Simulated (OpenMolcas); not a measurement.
# CH3BN2 (SMILES B1N=CN1) at 6 levels

Aim: a comparison of 6 runs (HF/STO-3G, HF/3-21G, SVWN5/6-31G*, PBE0/def2-SVP, MP2/4-31G, MP2/def2-SVP) of CH3BN2. 

The results are computed with OpenMolcas 26.06.

8 further runs of the same task are left out: 8 set aside as unsound or not needed.

### Step 1. Starting point

CH3BN2 has 7 atoms, charge 0, and is taken as a singlet. As SMILES, `B1N=CN1`. The shape is that of a GFN2-xTB optimisation.

Bond lengths: B1–N2 1.455 Å, N2–C3 1.302 Å, B1–N4 1.492 Å, C3–N4 1.378 Å, B1–H5 1.158 Å, C3–H6 1.081 Å, N4–H7 1.013 Å. Angles: B1–N2–C3 77.1°, N2–B1–N4 93.1°, N2–C3–N4 105.9°, B1–N4–C3 73.7°, N2–B1–H5 132.8°, N4–B1–H5 129.6°, N2–C3–H6 128.0°, N4–C3–H6 125.8°, B1–N4–H7 131.6°, C3–N4–H7 123.3°.

### Step 2. Energy and forces at HF/STO-3G (run 1)

File geom.xyz:

```xyz
7

B     -0.460390     0.685860    -0.526860
N     -1.144840     0.337180     0.708650
C     -0.086300    -0.419810     0.740320
N      0.864650     0.228820    -0.016640
H     -0.825470     0.816370    -1.617780
H      0.019030    -1.399690     1.185300
H      1.633310    -0.248730    -0.473000
```

File mol.input:

```
&GATEWAY
 BasLib = $CurrDir
 Coord = geom.xyz
 Basis = STO-3G
 Group = NoSym

&SEWARD

&SCF
 Thresholds = 1e-10 1e-07 1e-07 1e-05
 PrOrbitals = 1 1

&ALASKA
```

The basis set STO-3G is read from a file made from the Basis Set Exchange's data (not shown).

On the command line:

```bash
export MOLCAS_MEM=1860
pymolcas mol.input > mol.log
```

The program printed:

```text
--- Start Module: gateway ---
[...]
--- Stop Module: gateway /rc=_RC_ALL_IS_WELL_ ---
[...]
      Basis functions           23
[...]
--- Start Module: scf ---
[...]
       Convergence after  14 Iterations
[...]
::    Total SCF energy                               -170.9387147013
[...]
      Total spin, S                                     0.0000000000
[...]
      Total electronic charge=   28.000000
      Total            charge=   -0.000000
[...]
      Dipole Moment (debye):
      Origin of the operator (angstrom)=   -0.1701    0.1777    0.2195
                   X=  1.9545E+00               Y= -1.8825E+00               Z= -1.2997E+00           Total=  3.0088E+00
      Quadrupole Moment (debye*angstrom):
[...]
--- Stop Module: scf /rc=_RC_ALL_IS_WELL_ ---
--- Start Module: alaska ---
[...]
 *              Molecular gradients               *
 **************************************************
  Irreducible representation: a
 ------------------------------------------------------------------------------------------
                              X                       Y                       Z
 ------------------------------------------------------------------------------------------
  B1               -1.10596202817714E-02   -1.16854910029196E-02    3.22971076626208E-02
  N2                3.61096589478969E-02   -1.47113159677663E-02   -7.58796511747573E-03
  C3                9.91574074100088E-03    5.57407786175146E-02   -4.67864792212129E-02
  N4               -2.89112325885732E-02   -5.04751180534324E-02    1.71357174552647E-02
  H5                1.11063666427058E-03   -3.68411600424923E-03   -9.86549545720639E-04
  H6               -3.35073162165689E-03    1.05205207375629E-02   -7.49870471585834E-03
  H7               -3.81445186110874E-03    1.42947416733041E-02    1.34268734823713E-02
 ------------------------------------------------------------------------------------------
--- Stop Module: alaska /rc=_RC_ALL_IS_WELL_ ---
[...]
```

It took 1.4 s on 1 thread of Intel Xeon 6975P-C (Granite Rapids), shared host; peak memory 0.36 GiB.

### Step 3. Energy and forces at HF/3-21G (run 2)

File job.input:

```
* CH3BN2 Hartree-Fock

&GATEWAY
 BasLib = $CurrDir
 Coord
 7
 angstrom
 B       -0.460390       0.685860      -0.526860
 N       -1.144840       0.337180       0.708650
 C       -0.086300      -0.419810       0.740320
 N        0.864650       0.228820      -0.016640
 H       -0.825470       0.816370      -1.617780
 H        0.019030      -1.399690       1.185300
 H        1.633310      -0.248730      -0.473000
 Basis = 3-21G
 Group = NoSym

&SEWARD

&SCF
 Thresholds = 1e-10 1e-07 1e-07 1e-05
 PrOrbitals = 1 2

&ALASKA
```

The basis set 3-21G is read from a file made from the Basis Set Exchange's data (not shown).

On the command line:

```bash
export MOLCAS_MEM=1860
pymolcas job.input > job.log
```

The program printed:

```text
--- Start Module: gateway ---
[...]
--- Stop Module: gateway /rc=_RC_ALL_IS_WELL_ ---
[...]
      Basis functions           42
[...]
--- Start Module: scf ---
[...]
       Convergence after  15 Iterations
[...]
::    Total SCF energy                               -172.1529298227
[...]
      Total spin, S                                     0.0000000000
[...]
      Total electronic charge=   28.000000
      Total            charge=   -0.000000
[...]
      Dipole Moment (debye):
      Origin of the operator (angstrom)=   -0.1701    0.1777    0.2195
                   X=  2.4894E+00               Y= -2.2813E+00               Z= -1.6129E+00           Total=  3.7421E+00
      Quadrupole Moment (debye*angstrom):
[...]
--- Stop Module: scf /rc=_RC_ALL_IS_WELL_ ---
--- Start Module: alaska ---
[...]
 *              Molecular gradients               *
 **************************************************
  Irreducible representation: a
 ------------------------------------------------------------------------------------------
                              X                       Y                       Z
 ------------------------------------------------------------------------------------------
  B1                2.85679187497656E-03   -2.91632975118254E-02    2.98873988354593E-02
  N2                1.85502598706595E-02    1.01420588227970E-02   -7.50437389552250E-03
  C3                9.14911891962378E-03    3.45851210219199E-02   -5.35175857114414E-02
  N4               -4.11097812634660E-02    3.58207580908854E-03    2.45945168782101E-02
  H5                3.25652611035099E-03   -5.94572041446650E-03    8.40544444617741E-03
  H6               -8.19942194887513E-04   -7.11019563756610E-03    1.06062281745278E-03
  H7                8.11702668272618E-03   -6.09004208993613E-03   -2.92602337032122E-03
 ------------------------------------------------------------------------------------------
--- Stop Module: alaska /rc=_RC_ALL_IS_WELL_ ---
[...]
```

It took 1.6 s on 1 thread of Intel Xeon 6975P-C (Granite Rapids), shared host; peak memory 0.38 GiB.

Runs 3 to 5 aren't shown in full; the table further down has their settings and results.

### Step 4. A single-point energy at MP2/def2-SVP (run 6)

File mol.inp:

```
* CH3BN2 MP2

&GATEWAY
  BASLIB = $CurrDir
  COORD
  7
  angstrom
  B       -0.460390       0.685860      -0.526860
  N       -1.144840       0.337180       0.708650
  C       -0.086300      -0.419810       0.740320
  N        0.864650       0.228820      -0.016640
  H       -0.825470       0.816370      -1.617780
  H        0.019030      -1.399690       1.185300
  H        1.633310      -0.248730      -0.473000
  BASIS = def2-SVP
  GROUP = NoSym

&SEWARD

&SCF
  THRESHOLDS = 1e-10 1e-07 1e-07 1e-05
  PRORBITALS = 1 1

&MBPT2
  FROZEN = 4
```

The basis set def2-SVP is read from a file made from the Basis Set Exchange's data (not shown).

On the command line:

```bash
export MOLCAS_MEM=1860
pymolcas mol.inp > mol.log
```

The program printed:

```text
--- Start Module: gateway ---
[...]
--- Stop Module: gateway /rc=_RC_ALL_IS_WELL_ ---
[...]
      Basis functions           71
[...]
--- Start Module: scf ---
[...]
       Convergence after  16 Iterations
[...]
::    Total SCF energy                               -173.0316675191
[...]
      Total spin, S                                     0.0000000000
[...]
      Total electronic charge=   28.000000
      Total            charge=   -0.000000
[...]
      Dipole Moment (debye):
      Origin of the operator (angstrom)=   -0.1701    0.1777    0.2195
                   X=  2.5885E+00               Y= -2.0204E+00               Z= -1.3062E+00           Total=  3.5339E+00
      Quadrupole Moment (debye*angstrom):
[...]
--- Stop Module: scf /rc=_RC_ALL_IS_WELL_ ---
[...]
--- Start Module: mbpt2 ---
[...]
WARNING!
Default frozen orbitals as non valence orbitals is overwritten by user input.
Default values:   4
[...]
       Reference weight ( Cref**2 )         =        0.84820
::    Total MBPT2 energy                             -173.5644726167
[...]
      Total MBPT2 calculations                           0.10      0.12
--- Stop Module: mbpt2 /rc=_RC_ALL_IS_WELL_ ---
[...]
```

It took 3.9 s on 1 thread of Intel Xeon 6975P-C (Granite Rapids), shared host; peak memory 0.42 GiB.

### Step 5. The series

| run | level | integration grid | SCF convergence threshold | energy (Eh) | dipole moment (D) of the reference | HOMO energy (eV) | LUMO energy (eV) | wall time |
| --- | --- | --- | --- | --- | --- | --- | --- | --- |
| 1 | HF/STO-3G | – | 1e-10 | -170.938715 | 3.01 | -7.84 | 7.15 | 1.4 s |
| 2 | HF/3-21G | – | 1e-10 | -172.152930 | 3.74 | -9.88 | 3.55 | 1.6 s |
| 3 | SVWN5/6-31G* (spherical functions) | UltraFine | 1e-10 | -172.694397 | 3.33 | -5.66 | -1.69 | 11 s |
| 4 | PBE0/def2-SVP | UltraFine | 1e-10 | -173.895362 | 3.35 | -7.00 | -0.58 | 17 s |
| 5 | MP2/4-31G | – | – | -173.225258 | 3.84 | -10.00 | 3.59 | 2.1 s |
| 6 | MP2/def2-SVP | – | 1e-10 | -173.564473 | 3.53 | -10.03 | 3.42 | 3.9 s |

### Step 6. Results

```
                                          quantity          value
                               run 6: total energy  -173.56447 Eh
         run 6: dipole moment (mean-field density)         3.53 D
        run 6: HOMO energy (Hartree–Fock orbitals)      -10.03 eV
        run 6: LUMO energy (Hartree–Fock orbitals)        3.42 eV
      run 6: HOMO–LUMO gap (Hartree–Fock orbitals)       13.45 eV
run 6: correlation energy (4 core orbitals frozen)     -532.8 mEh
```

Over runs 1, 2, 3, 4 the dipole moment (its size) runs from 3.01 D (HF/STO-3G) to 3.74 D (HF/3-21G). Over runs 1, 2, 3, 4 the HOMO–LUMO gap runs from 3.97 eV (SVWN5/6-31G*) to 15.00 eV (HF/STO-3G). The two ends differ in method and basis. Totals of different functionals can't be ranked against each other. In run 1 the basis is minimal, so the values are rough. All runs together took 36 s, the longest 17 s.
